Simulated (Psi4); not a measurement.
# C2F5 (pentafluoroethyl): UOMP2/cc-pVDZ (density fitting for correlation)

What is the vertical ionisation energy of C2F5 (pentafluoroethyl) at UOMP2/cc-pVDZ (density fitting for correlation)? 

Program for the calculation: Psi4 1.11.

## (1) The structure to begin with

C2F5: 7 atoms, total charge 0, spin state doublet. As SMILES, `F[C](F)C(F)(F)F`. The coordinates come from a PBE0-D4/def2-TZVP relaxation.

Bond lengths: F1–C2 1.312 Å, C2–F3 1.312 Å, C2–C4 1.514 Å, C4–F5 1.327 Å, C4–F6 1.327 Å, C4–F7 1.338 Å. Angles: F1–C2–F3 112.2°, F1–C2–C4 114.4°, F3–C2–C4 114.4°, C2–C4–F5 109.8°, C2–C4–F6 109.7°, C2–C4–F7 111.6°, F5–C4–F6 109.4°, F5–C4–F7 108.1°, F6–C4–F7 108.1°.

## (2) The energy at UOMP2/cc-pVDZ (density fitting for correlation)

run.py

```python
import numpy as np
from ase.calculators.psi4 import Psi4
from ase import Atoms

atoms = Atoms(['F', 'C', 'F', 'C', 'F', 'F', 'F'], positions=[
    [1.561030, -0.846020, 0.512950],
    [0.322010, -0.468420, 0.723150],
    [-0.464130, -1.481230, 1.002660],
    [-0.228340, 0.480800, -0.320510],
    [0.577960, 1.527090, -0.444820],
    [-1.434800, 0.896110, 0.043240],
    [-0.333720, -0.108340, -1.516660],
])
calc = Psi4(atoms=atoms, method='omp2', basis='cc-pVDZ', memory='2200MB', num_threads=1, charge=0, multiplicity=2, label='c2f5', reference='uhf')
calc.psi4.set_options({'puream': True, 'e_convergence': 1e-09, 'd_convergence': 1e-08, 'scf_type': 'pk', 'num_frozen_docc': 7, 'maxiter': 100})
atoms.calc = calc

print(f'energy: {atoms.get_potential_energy():.6f} eV')
```

The run is started by

```console
python run.py
```

c2f5.dat (excerpt; [...] marks lines left out):

```text
[...]
  Running in c1 symmetry.
[...]
  Nuclear repulsion =  346.112002362467138
[...]
  Multiplicity = 2
[...]
  Nalpha       = 29
  Nbeta        = 28
[...]
    Number of basis functions: 98
[...]
   @UHF iter   1:  -572.75528590998738   -5.68335e-01   6.07770e-03 ADIIS/DIIS
[...]
   @UHF iter  15:  -572.90592795931423   -3.18323e-12   7.62038e-09 DIIS
[...]
   @S^2 Observed:                7.562527525E-01
[...]
    Orbital Energies [Eh]
    ---------------------
    Alpha Occupied:
       1A    -26.376468     2A    -26.376451     3A    -26.372065
       4A    -26.372038     5A    -26.367708     6A    -11.544704
       7A    -11.462709     8A     -1.772178     9A     -1.739202
      10A     -1.680309    11A     -1.668893    12A     -1.667649
      13A     -1.094021    14A     -0.958763    15A     -0.882410
      16A     -0.864124    17A     -0.863877    18A     -0.819534
      19A     -0.814920    20A     -0.751927    21A     -0.734472
      22A     -0.733298    23A     -0.732679    24A     -0.694986
      25A     -0.686147    26A     -0.680444    27A     -0.670934
      28A     -0.623780    29A     -0.462457
    Alpha Virtual:
[...]
  @UHF Final Energy:  -572.90592795931423
   => Energetics <=
    Nuclear Repulsion Energy =            346.1120023624671376
    One-Electron Energy =               -1485.8630774773994290
    Two-Electron Energy =                 566.8451471556180650
    Total Energy =                       -572.9059279593142264
  UHF NO Occupations:
  HONO-2 :   27  A 1.9994473
  HONO-1 :   28  A 1.9983012
[...]
 Multipole Moments:
 ------------------------------------------------------------------------------------
     Multipole            Electronic (a.u.)      Nuclear  (a.u.)        Total (a.u.)
 ------------------------------------------------------------------------------------
 L = 1.  Multiply by 2.5417464519 to convert [e a0] to [Debye]
 Dipole X            :         -0.0139972            0.0623769            0.0483797
 Dipole Y            :          0.0360564            0.0082463            0.0443027
 Dipole Z            :         -0.0117740            0.2681329            0.2563589
 Magnitude           :                                                    0.2646190
[...]
	Warning: cc_lambda option is changed to TRUE
	For this residual convergence, default PCG convergence is:     1.00e-07
[...]
	DF-SCS-MP2 Total Energy (a.u.)     :  -574.01354535592100
	DF-SOS-MP2 Total Energy (a.u.)     :  -573.98954340617013
[...]
	DF-SCS-OMP2 Total Energy (a.u.)    :  -574.02641286802805
	DF-SOS-OMP2 Total Energy (a.u.)    :  -573.91479102790117
	DF-SCS(N)-OMP2 Total Energy (a.u.) :  -573.47517486751212
[...]
	DF-OMP2 Total Energy (a.u.)        :  -574.07815996890474
[...]
```

On the terminal:

```text
energy: -15621.462419 eV
```

It took 2.2 min on 1 thread of AMD EPYC 9B14 (Zen 4), shared host; peak memory 0.47 GiB.

## (3) The singlet cation, same level

c2f5.json

```json
{
 "schema_name": "qcschema_input",
 "schema_version": 1,
 "molecule": {
  "schema_name": "qcschema_molecule",
  "schema_version": 2,
  "symbols": ["F", "C", "F", "C", "F", "F", "F"],
  "geometry": [2.94991917, -1.5987461, 0.96933502, 0.60851071, -0.88518551, 1.36655545, -0.87707859, -2.79911903, 1.8947528, -0.43150006, 0.90858032, -0.60567612, 1.09218611, 2.88578187, -0.84058797, -2.71137904, 1.69340248, 0.08171176, -0.6306394, -0.20473293, -2.86607202],
  "molecular_charge": 1,
  "molecular_multiplicity": 1,
  "fix_symmetry": "c1",
  "fix_com": true,
  "fix_orientation": true
 },
 "driver": "energy",
 "model": {
  "method": "omp2",
  "basis": "cc-pVDZ"
 },
 "keywords": {
  "puream": true,
  "e_convergence": 1e-09,
  "d_convergence": 1e-08,
  "scf_type": "pk",
  "num_frozen_docc": 7
 }
}
```

The run is started by

```console
psi4 --qcschema c2f5.json -n 1 --memory 2200MB
```

stdout (excerpt; [...] marks lines left out):

```text
[...]
  Running in c1 symmetry.
[...]
  Nuclear repulsion =  346.112002489475856
[...]
  Multiplicity = 1
[...]
  Nalpha       = 28
  Nbeta        = 28
[...]
    Number of basis functions: 98
[...]
   @RHF iter   1:  -572.25123865762532   -6.42875e-02   7.78575e-03 ADIIS/DIIS
[...]
   @RHF iter  14:  -572.50272395943955   -4.66116e-12   6.35275e-09 DIIS
[...]
    Orbital Energies [Eh]
    ---------------------
    Doubly Occupied:
       1A    -26.733206     2A    -26.733178     3A    -26.617159
       4A    -26.602379     5A    -26.602355     6A    -11.904102
       7A    -11.822970     8A     -2.077930     9A     -2.008679
      10A     -2.001205    11A     -1.901664    12A     -1.899467
      13A     -1.387492    14A     -1.236447    15A     -1.163360
      16A     -1.158433    17A     -1.110558    18A     -1.079471
      19A     -1.076378    20A     -1.043194    21A     -1.021230
      22A     -1.012849    23A     -0.959443    24A     -0.954346
      25A     -0.915175    26A     -0.913216    27A     -0.896436
      28A     -0.892812
[...]
  @RHF Final Energy:  -572.50272395943955
   => Energetics <=
    Nuclear Repulsion Energy =            346.1120024894758558
    One-Electron Energy =               -1469.7791809141644990
    Two-Electron Energy =                 551.1644544652491504
    Total Energy =                       -572.5027239594395496
[...]
 Multipole Moments:
 ------------------------------------------------------------------------------------
     Multipole            Electronic (a.u.)      Nuclear  (a.u.)        Total (a.u.)
 ------------------------------------------------------------------------------------
 L = 1.  Multiply by 2.5417464519 to convert [e a0] to [Debye]
 Dipole X            :          1.0608393           -0.5308618            0.5299774
 Dipole Y            :         -0.6134702           -0.0703545           -0.6838248
 Dipole Z            :          3.5848622           -2.2824677            1.3023945
 Magnitude           :                                                    1.5635613
[...]
	Warning: cc_lambda option is changed to TRUE
	For this residual convergence, default PCG convergence is:     1.00e-07
[...]
	DF-MP2 Total Energy (a.u.)         :  -573.69239435987242
[...]
	DF-MP2 Total Energy (a.u.)         :  -573.72030766650471
[...]
	DF-OMP2 Total Energy (a.u.)        :  -573.72030766647788
[...]
```

The result, in JSON:

```text
{
 "driver": "energy",
 "model": {
  "method": "omp2",
  "basis": "cc-pVDZ"
 },
 "success": true,
 "return_result": -573.7203076664779,
 "properties": {
  "calcinfo_nbasis": 98,
  "calcinfo_nmo": 98,
  "calcinfo_nalpha": 28,
  "calcinfo_nbeta": 28,
  "calcinfo_natom": 7,
  "nuclear_repulsion_energy": 346.11200248947586,
  "return_energy": -573.7203076664779,
  "scf_one_electron_energy": -1469.7791809141645,
  "scf_two_electron_energy": 551.1644544652492,
  "scf_dipole_moment": [0.5299774295834205, -0.6838247787214256, 1.3023944994249153],
  "scf_total_energy": -572.5027239594395,
  "scf_iterations": 14,
  "mp2_singles_energy": 0.0,
  "mp2_doubles_energy": -1.1896704004328227,
  "mp2_correlation_energy": -1.189670400432874,
  "mp2_total_energy": -573.6923943598724
 }
}
```

Wall time 43 s (1 thread of AMD EPYC 9B14 (Zen 4), shared host); peak memory 0.39 GiB.

## (4) Summary of results

At UOMP2/cc-pVDZ (density fitting for correlation), 7 core orbitals frozen:

| quantity | value |
| --- | --- |
| doublet C2F5: total energy | -574.07816 Eh |
| doublet C2F5: HOMO energy (Hartree–Fock orbitals) (highest over α and β) | -12.58 eV |
| doublet C2F5: LUMO energy (Hartree–Fock orbitals) (lowest over α and β) | 2.56 eV |
| doublet C2F5: correlation energy (7 core orbitals frozen) | -1172.2 mEh |
| doublet C2F5: ⟨S²⟩ of the reference determinant | 0.756 |
| singlet cation: total energy | -573.72031 Eh |
| singlet cation: HOMO energy (Hartree–Fock orbitals) | -24.29 eV |
| singlet cation: LUMO energy (Hartree–Fock orbitals) | -9.22 eV |
| singlet cation: HOMO–LUMO gap (Hartree–Fock orbitals) | 15.08 eV |
| singlet cation: correlation energy (7 core orbitals frozen) | -1217.6 mEh |
| vertical ionisation energy (to the singlet cation) | 9.738 eV |

In words: The vertical ionisation energy comes to 9.74 eV (940 kJ/mol). Only the singlet of the ionised species was computed; a triplet could lie lower.
